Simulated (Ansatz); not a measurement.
# InF (SMILES [F][In]): HF/STO-3G

Aim: the electronic atomisation energy of InF at HF/STO-3G, from 3 runs. 

The results are computed with Ansatz 0.2.0.

36 further runs of the same task are left out: 36 set aside as unsound or not needed.

### Step 1. The structure to begin with

InF: 2 atoms, total charge 0, spin state singlet. As SMILES, `[F][In]`. The coordinates come from a PBE0-D4/def2-TZVP relaxation.

Bond lengths: F1–In2 1.994 Å.

### Step 2. A single-point energy at HF/STO-3G

job.yaml reads:

```yaml
crystal:
  periodic: [false, false, false]
  atoms:
    - {symbol: F, position_ang: [0.000000, 0.000000, 0.015910]}
    - {symbol: In, position_ang: [-0.000000, -0.000000, 2.009580]}
basis:
  gaussian:
    orbitals: STO-3G
accuracy: high
hamiltonian:
  xc: hf
output: {orbitals: {seedname: orbitals}}
```

Run with:

```sh
$ ansatz run job.yaml --threads 1 --pin off --max-ram 3480MiB --events-out events.jsonl --progress --plain --runs-dir runs
```

What it wrote:

```text
Warning: RAYON_NUM_THREADS=1 ignored (pool sized by the plan → 1); use --threads N
Functional definition: HF
  name "HF"
  exchange = exact_x
  correlation = 0
564 factors; integrals over basis functions are off by at most 4.7e-9 eV
mean field evaluation 1: about -157303.2369 eV, gradient 1.8e1 eV
mean field evaluation 2: about -157303.2986 eV, gradient 1.8e1 eV
mean field evaluation 4: about -157305.6558 eV, gradient 1.5e0 eV
mean field evaluation 8: about -157305.6794 eV, gradient 4.5e-5 eV
mean field -157305.67940285 eV, -5780.8770924357 hartree, gradient 5.8e-9 eV, S^2 0.000000; 0 other end points of the search recorded, 0 dependent functions left out
reference -157305.67940285 eV, -5780.8770924357 hartree; 29, 29 occupied and 3, 3 virtual orbitals, 564 factors
Total energy: -157305.67940285 eV, -5780.8770924357 hartree
```

Wall time 0.46 s (1 thread of Arm Neoverse V1, shared host).

### Step 3. The F atom at the same level

in.yaml reads:

```yaml
basis:
  gaussian: {orbitals: STO-3G}
crystal:
  periodic: [false, false, false]
  atoms:
    - {symbol: F, position_ang: [0.000000, 0.000000, 0.000000]}
magnetization: {spin_polarized: true, initial_magnetization: 1}
hamiltonian: {xc: hf}
accuracy: high
```

Run the same way, it converges to -97.98651 Eh (log not shown).

### Step 4. The In atom

job.yaml reads:

```yaml
crystal:
  periodic: [false, false, false]
  atoms:
    - symbol: In
      position_ang: [0.000000, 0.000000, 0.000000]
basis:
  gaussian:
    orbitals: STO-3G
magnetization:
  spin_polarized: true
  initial_magnetization: 1
hamiltonian:
  xc: hf
accuracy: high
```

Run with:

```sh
$ ansatz run job.yaml --threads 1 --pin off --max-ram 3480MiB --events-out events.jsonl --progress --plain --runs-dir runs
```

What it wrote:

```text
Warning: RAYON_NUM_THREADS=1 ignored (pool sized by the plan → 1); use --threads N
[... 4 set-up lines as earlier in the session ...]
251 factors; integrals over basis functions are off by at most 4.7e-9 eV
mean field evaluation 1: about -154636.2366 eV, gradient 3.2e-1 eV
mean field evaluation 2: about -154636.2501 eV, gradient 3.2e-1 eV
mean field evaluation 4: about -154636.2504 eV, gradient 2.8e-6 eV
mean field evaluation 8: about -154634.7518 eV, gradient 5.2e0 eV
mean field evaluation 16: about -154630.7476 eV, gradient 6.1e0 eV
mean field -154636.25040505 eV, -5682.7773861704 hartree, gradient 7.2e-9 eV, S^2 0.750002; 0 other end points of the search recorded, 0 dependent functions left out
reference -154636.25040505 eV, -5682.7773861704 hartree; 25, 24 occupied and 2, 3 virtual orbitals, 251 factors
Total energy: -154636.25040505 eV, -5682.7773861704 hartree
```

Run time: 0.22 s. Hardware: 1 thread of Arm Neoverse V1, shared host.

### Step 5. What came out

Level: HF/STO-3G.

| quantity | value |
| --- | --- |
| molecule: total energy | -5780.87709 Eh |
| molecule: HOMO energy | -4.44 eV |
| molecule: LUMO energy | 6.45 eV |
| molecule: HOMO–LUMO gap | 10.90 eV |
| F atom: total energy | -97.98651 Eh |
| F atom: ⟨S²⟩ | 0.750 |
| In atom: total energy | -5682.77739 Eh |
| In atom: ⟨S²⟩ | 0.750 |
| electronic atomisation energy | 3.080 eV |

Taking the molecule apart into free atoms costs 3.08 eV (71 kcal/mol), before zero-point energy and without spin-orbit coupling. Hartree–Fock lacks the correlation of the bonding pairs, which as a rule makes this value much too low; in minimal bases other errors can mask that. In a minimal basis such a difference can be off by several eV, whatever the method. Relativity is left out (molecule) although the molecule holds a heavy atom. Relativity is left out (In atom) although the molecule holds a heavy atom.
